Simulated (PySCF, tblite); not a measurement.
# C₆H₁₅FSi: geometry, infrared bands and NMR shifts

Wanted: the infrared bands and NMR shifts of C₆H₁₅FSi (`C[C@H](F)CC[C@@H](C)[SiH3]`), by calculation.

The runs use tblite 0.8.0 and PySCF 2.14.0, with density-fitted response routines of our own; the level of theory stands in each step. All values are computed, except where a source is named. Atoms count from 0, in the outputs and in this text.

## Step 1: Starting geometry

23 atoms, charge 0, multiplicity 1; geometry from: force field or distance geometry start.

Bonds of the start (Å): C0–C1 1.52, C1–F2 1.40, C1–C3 1.51, C3–C4 1.50, C4–C5 1.50, C5–C6 1.53, C5–Si7 1.85, C0–H8 1.13, C0–H9 1.09, C0–H10 1.08, C1–H11 1.11, C3–H12 1.07, C3–H13 1.12, C4–H14 1.10, C4–H15 1.11, C5–H16 1.11, C6–H17 1.09, C6–H18 1.11, C6–H19 1.12, Si7–H20 1.47, Si7–H21 1.46, Si7–H22 1.49.

## Step 2: Optimising the geometry with GFN2-xTB

Job settings and geometry (Å):

```
{"job": {"kind": "relax", "xc": "GFN2-xTB", "basis": "xTB"}, "charge": 0, "multiplicity": 1}
C      3.370300     0.432200     0.319700
C      2.178200    -0.503500     0.179300
F      2.491400    -1.316200    -0.913500
C      0.923000     0.279800    -0.134600
C     -0.248700    -0.655700    -0.250400
C     -1.542900     0.034700    -0.572600
C     -2.604500    -1.058300    -0.669100
Si    -2.107700     1.249900     0.703600
H      3.200500     1.034900     1.258600
H      3.464700     1.097700    -0.538600
H      4.252600    -0.173800     0.477800
H      2.093700    -1.117200     1.103300
H      1.052300     0.919200    -0.986400
H      0.754500     0.945000     0.756700
H     -0.380000    -1.232400     0.678000
H     -0.065600    -1.416200    -1.044600
H     -1.441100     0.573700    -1.539300
H     -2.253300    -1.793700    -1.397600
H     -3.596900    -0.606100    -0.890000
H     -2.663600    -1.503600     0.356600
H     -2.978200     0.644800     1.718800
H     -0.964300     1.894300     1.338600
H     -2.939100     2.297600     0.055700
```

Command:

```sh
OMP_NUM_THREADS=1 python probes_run.py task.json out
```

One launch serves the whole session: the jobs run in the order shown.

**Question.** This job is followed by: GFN2-xTB harmonic vibrations, gas phase; GIAO PBE0/pcSseg-1 NMR shielding, non-relativistic, gas phase. What will the session give for the following? strongest single infrared mode (GFN2-xTB); zero-point energy (GFN2-xTB); 13C shifts against TMS (PBE0/pcSseg-1); 1H shifts against TMS (PBE0/pcSseg-1, means over atoms taken as alike); 19F shifts against CFCl3 (PBE0/pcSseg-1); 29Si shifts against TMS (PBE0/pcSseg-1).

As calculated:

```
                                                              quantity                                                     value
                             strongest single infrared mode (GFN2-xTB)                                     2245 cm⁻¹, 424 km/mol
                                          zero-point energy (GFN2-xTB)                                            120.8 kcal/mol
                                13C shifts against TMS (PBE0/pcSseg-1)                    93.9, 43.0, 38.0, 24.5, 22.4, 20.3 ppm
1H shifts against TMS (PBE0/pcSseg-1, means over atoms taken as alike)  4.62, 3.73, 2.14, 1.46, 1.38, 1.35, 1.24, 1.11, 0.92 ppm
                              19F shifts against CFCl3 (PBE0/pcSseg-1)                                                -211.4 ppm
                               29Si shifts against TMS (PBE0/pcSseg-1)                                                 -62.8 ppm
```

**Reading.** The optimisation took 155 steps and gained 0.457 eV; among the close pairs (by a distance rule), C5–Si7 changed most, from 1.851 to 1.911 Å. No mode is imaginary among the 63: a minimum at this level. GFN2-xTB is a fitted tight-binding method: band positions and strengths are rough. Its intensities can rank the bands wrongly. The most deshielded hydrogen is H11 (hydrogen on an sp3 CH bonded to F), at 4.62 ppm: its carbon carries F, hence the downfield position. At PBE0/pcSseg-1: Shielding is most anisotropic at Si7 (span 100 ppm, paramagnetic term -469 ppm).
